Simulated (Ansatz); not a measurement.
**CH₄FNSi: basis-set convergence**

The task here is to estimate one member of a computed series from the others.

The runs use Ansatz 0.2.0, Gaussian basis; one geometry, several basis sets.

The runs, in order: PBE0-D4/def2-SVP; ωB97M-V/def2-SVP; PBE0-D4/def2-QZVPP; ωB97M-V/def2-QZVPP; the functionals' def2-TZVPP values are taken from earlier runs.

## The relaxed structure

The geometry comes from an earlier relaxation with PBE0-D4 in a triple-zeta def2 set; it is a stationary point, not always the lowest conformer.

SMILES `C=N[SiH2]F`, 8 atoms, charge 0, spin multiplicity 1.

Atoms are counted from 1 here; the program's logs count them from 0.

Bond lengths: C1–N2 1.257 Å, C1–H5 1.099 Å, C1–H6 1.096 Å, N2–Si3 1.716 Å, Si3–F4 1.604 Å, Si3–H7 1.478 Å, Si3–H8 1.478 Å. Angles: N2–C1–H5 124.1°, N2–C1–H6 120.2°, H5–C1–H6 115.7°, C1–N2–Si3 129.6°, N2–Si3–F4 113.4°, N2–Si3–H7 107.9°, N2–Si3–H8 107.9°, F4–Si3–H7 107.6°, F4–Si3–H8 107.6°, H7–Si3–H8 112.7°.

The first run:

File in.yaml:

```yaml
crystal:
  periodic: [false, false, false]
  atoms:
    - {symbol: C, position_ang: [-0.614849, 1.387837, -0.112451]}
    - {symbol: N, position_ang: [0.102246, 0.588940, 0.540763]}
    - {symbol: Si, position_ang: [0.539683, -1.031400, 0.183370]}
    - {symbol: F, position_ang: [-0.078237, -1.567510, -1.196332]}
    - {symbol: H, position_ang: [-1.094829, 1.142253, -1.070233]}
    - {symbol: H, position_ang: [-0.795850, 2.401210, 0.264178]}
    - {symbol: H, position_ang: [2.012148, -1.087908, 0.065820]}
    - {symbol: H, position_ang: [0.021886, -1.890623, 1.269088]}
basis:
  gaussian: {orbitals: def2-SVP}
hamiltonian: {xc: pbe0, dispersion: d4}
output: {orbitals: {seedname: orbitals}}
```

Started as:

```console
$ ansatz run in.yaml --threads 2 --pin off --events-out ev --progress --plain --max-ram 4352MiB
```

Steps of the session up to this table: PBE0-D4 in def2-SVP; ωB97M-V in def2-SVP; PBE0-D4 in def2-QZVPP; ωB97M-V in def2-QZVPP.

One table of the session follows, with a row left open; its other results are not shown here.

It belongs to the step «Density functionals: the series». 

```
functional       basis  HOMO (eV)
   PBE0-D4    def2-SVP      -7.43
   PBE0-D4  def2-TZVPP      -7.55
   PBE0-D4  def2-QZVPP          ?
   ωB97M-V    def2-SVP      -9.76
   ωB97M-V  def2-TZVPP      -9.90
   ωB97M-V  def2-QZVPP      -9.93
```

**Question.** Estimate the row for PBE0-D4, def2-QZVPP.

As computed: HOMO (eV): -7.57. In the column «HOMO (eV)» it lies between ωB97M-V, def2-SVP (-9.76) and PBE0-D4, def2-TZVPP (-7.55).
